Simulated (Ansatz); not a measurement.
In, space group Im-3m: a comparison of functionals at one structure, run with Ansatz 0.2.0, Python API.

Script `in_xc.py`:
```python
"""One structure of In under several functionals."""

import argparse
import csv
import warnings

import ansatz as az

parser = argparse.ArgumentParser(description="One structure of In under several functionals.")
parser.add_argument("--mesh", type=int, nargs=3, default=[9, 9, 9], help="k-point sampling")
parser.add_argument("--sigma", type=float, required=True, help="smearing width (eV)")
args = parser.parse_args()

warnings.simplefilter("ignore", az.DeckWarning)

xtal = (
    az.Lattice.of((-1.882525, 1.882525, 1.882525), (1.882525, -1.882525, 1.882525), (1.882525, 1.882525, -1.882525))
    .atom("In", (0.0, 0.0, 0.0))
)

setup = xtal.calculation()
setup = setup.kpoints(mesh=args.mesh, center="gamma").occupations(az.OccupationsMethod.COLD, width=args.sigma)
setup = setup.scf(self_checks="low")
setup = setup.stress()

rows = []
for value in ["lda", "r2scan", "blyp"]:
    summary = setup.functional(value).run().report
    rows.append((value, summary["free_energy_ev"] / len(summary["lattice"]["sites"]), summary["n_iterations"], sum(summary["stress_gpa"][i][i] for i in range(3)) / 3, summary["n_kpoints"]))

with open("xc.csv", "w", newline="") as handle:
    writer = csv.writer(handle)
    writer.writerow(["functional", "F/atom (eV)", "iterations", "P (GPa)", "k-points"])
    writer.writerows([round(v, 5) if isinstance(v, float) else v for v in row] for row in rows)
print(open("xc.csv").read())
```

Rank the functionals by the pressure that they give at this structure. What does the order say about their lattices?

From lowest to highest: LDA (-2.6 GPa), r2SCAN (0.2 GPa) and BLYP (5.8 GPa). At a fixed cell a lower pressure usually means a smaller equilibrium volume, so LDA prefers the smallest cell and BLYP the largest.

The output:

Running `python in_xc.py --sigma 0.2` prints:
```text
functional,F/atom (eV),iterations,P (GPa),k-points
lda,-5457.13063,7,-2.56939,35
r2scan,-5611.79329,6,0.21254,35
blyp,-5613.74219,6,5.81039,35
```

Reading the output:
- BLYP can be off by several per cent in the lattices of metals, and by several GPa in the pressure at a fixed cell.
- The mesh is modest for a metal, so energies can be off by several to tens of meV an atom and pressures by half a GPa or more; differences at equal mesh fare better.
- Pressure is positive in compression.
- This isn't the structure that In takes at ambient conditions.
- Total energies of different functionals can't be compared; pressures, moments and gaps at this one structure can.
- The whole script took 3.1 s on 1 thread of Arm Neoverse V2, with other jobs on the host, peak memory 0.39 GiB.
